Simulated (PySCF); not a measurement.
# C2H2GeN2S2 (Ge(NCS)2H2): the cost of one run

Computed with PySCF 2.14.0, with density-fitted response routines of our own, on a single molecule in the gas phase. Atoms are numbered from 0 throughout.

### 1 Starting geometry

9 atoms, charge 0, multiplicity 1; geometry from: GFN2-xTB. The atoms were then displaced at random by about 0.03 Å, so the start is not that level's minimum.

Bonds of the start (Å): Ge0–N1 1.77, Ge0–N4 1.73, Ge0–H7 1.59, Ge0–H8 1.43, N1–C2 1.17, C2–S3 1.59, N4–C5 1.19, C5–S6 1.59.

### 2 Geometry optimisation at PBE0-D3(BJ)/def2-SVP

What the job is given:

```
{"job": {"xc": "PBE0", "basis": "def2-SVP", "d3": "d3bj", "grid": 1, "maxiter": 40, "shake": 0.03, "kind": "geom"}, "charge": 0, "multiplicity": 1}
Ge    -0.868020    -0.018940    -0.657830
N     -0.948260    -0.026080     1.106570
C     -0.786840    -0.060580     2.265480
S     -0.416180    -0.104430     3.813980
N      0.765020     0.046860    -1.236030
C      1.938790     0.000170    -1.411830
S      3.494910    -0.106110    -1.709620
H     -1.477190     1.383300    -1.087050
H     -1.569480    -1.183620    -1.109350
```

Command:

```
$ OMP_NUM_THREADS=1 python probes_run.py task.json out
```

This one command runs all jobs of the session in turn.

**Question.** How long does this first job take on 1 thread of Intel Xeon Platinum 8375C at 2.90GHz, shared host, and how much memory does it need?

About 42 s, with a peak of 0.5 GiB.
